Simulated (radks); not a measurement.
**Numerical settings for Lu⁺**

How sensitive is the result for the lutetium ion Lu+ to mesh, mixing and thresholds? A default run comes first. The defaults are a mesh step of 0.008 in ln r, a mesh end at 40 bohr or more, Anderson mixing 0.5 over 9 steps and a tight residual threshold, with the energy settled to 1e-9 hartree as well; every run has a cap on iterations.

Method: non-relativistic Kohn-Sham, SCAN, spin-unpolarised, spherical densities, point nucleus. Code: radks (a radial shooting solver on a logarithmic mesh, Libxc functionals) version 1.

### Step 1. The atom as given

| Item | Value |
| --- | --- |
| element | lutetium (Z = 71) |
| charge | +1 |
| electrons | 70 |
| configuration | [Xe] 4f14 6s2 |

Outer shells as boxes (Hund's rule):

Lu⁺
```
[Xe] core
4f [↑↓][↑↓][↑↓][↑↓][↑↓][↑↓][↑↓]
6s [↑↓]
```

### Step 2. Default settings

Settings of this run:

```text
Z 71
configuration [Xe] 4f14 6s2
relativity non-relativistic
functional scan,scan
spin unpolarised
nucleus point
max_iterations 58
```

Launch:

```console
$ python run_ks.py task.json out
```

The same process makes all the runs of this session.

### Step 3. Mesh step in ln r 0.12

Changes since step 2:

```diff
@@ -6,2 +6,3 @@
 nucleus point
+mesh_step 0.12
 max_iterations 58
```

### Step 4. Mesh step in ln r 0.03

Changes since step 3:

```diff
@@ -6,3 +6,3 @@
 nucleus point
-mesh_step 0.12
+mesh_step 0.03
 max_iterations 58
```

### Step 5. Mesh step in ln r 0.02

Changes since step 4:

```diff
@@ -6,3 +6,3 @@
 nucleus point
-mesh_step 0.03
+mesh_step 0.02
 max_iterations 58
```

### Step 6. Mesh end (bohr) 1

Changes since step 5:

```diff
@@ -6,3 +6,3 @@
 nucleus point
-mesh_step 0.02
+mesh_end 1
 max_iterations 58
```

### Step 7. Mesh end (bohr) 12

Changes since step 6:

```diff
@@ -6,3 +6,3 @@
 nucleus point
-mesh_end 1
+mesh_end 12
 max_iterations 58
```

### Step 8. Residual threshold 1e-16

Changes since step 7:

```diff
@@ -6,3 +6,3 @@
 nucleus point
-mesh_end 12
+threshold 1e-16
 max_iterations 58
```

### Step 9. Residual threshold 0.1

Changes since step 8:

```diff
@@ -6,3 +6,3 @@
 nucleus point
-threshold 1e-16
+threshold 0.1
 max_iterations 58
```

### Step 10. Mixing 0.05

Changes since step 9:

```diff
@@ -6,3 +6,3 @@
 nucleus point
-threshold 0.1
+mixing 0.05
 max_iterations 58
```

### Step 11. Mixing history 1, mixing 0.2

Changes since step 10:

```diff
@@ -6,3 +6,4 @@
 nucleus point
-mixing 0.05
+history 1
+mixing 0.2
 max_iterations 58
```

### Step 12. Mixing history 1, mixing 0.05

Changes since step 11:

```diff
@@ -7,3 +7,3 @@
 history 1
-mixing 0.2
+mixing 0.05
 max_iterations 58
```

### Step 13. Mixing history 20

Changes since step 12:

```diff
@@ -6,4 +6,3 @@
 nucleus point
-history 1
-mixing 0.05
+history 20
 max_iterations 58
```

### Step 14. Iteration cap 3

Changes since step 13:

```diff
@@ -6,3 +6,2 @@
 nucleus point
-history 20
-max_iterations 58
+max_iterations 3
```

**Question.** What will these runs give? Wanted: for each run, setting; iterations; converged; change of E.

The runs gave:

| setting | mesh points | iterations | converged | change of E (mhartree) | time |
| --- | --- | --- | --- | --- | --- |
| Default settings | 2648 | 17 | yes | 0 | 0.13 s |
| mesh step in ln r 0.12 | 177 | 4 | no | - | 0.01 s |
| mesh step in ln r 0.03 | 706 | 14 | yes | +2.413 | 0.04 s |
| mesh step in ln r 0.02 | 1059 | 16 | yes | +22.79 | 0.06 s |
| mesh end (bohr) 1 | 2015 | 11 | no | - | 0.08 s |
| mesh end (bohr) 12 | 2326 | 11 | no | - | 0.15 s |
| residual threshold 1e-16 | 2648 | 58 | no | - | 0.3 s |
| residual threshold 0.1 | 2648 | 12 | yes | +0.0001705 | 0.11 s |
| mixing 0.05 | 2648 | 8 | no | - | 0.09 s |
| mixing history 1, mixing 0.2 | 2648 | 58 | no | - | 0.36 s |
| mixing history 1, mixing 0.05 | 2648 | 58 | no | - | 0.4 s |
| mixing history 20 | 2648 | 18 | yes | 0 | 0.14 s |
| iteration cap 3 | 2648 | 3 | no | - | 0.03 s |

A zero stands for a change under the printed digits. Converged yet off by more than 1 mhartree: mesh step in ln r 0.03; mesh step in ln r 0.02. Convergence of the cycle says nothing about the mesh. Not converged or rejected: mesh step in ln r 0.12; mesh end (bohr) 1; mesh end (bohr) 12; residual threshold 1e-16; mixing 0.05; mixing history 1, mixing 0.2; mixing history 1, mixing 0.05; iteration cap 3. A mesh that ends early acts as a hard wall.
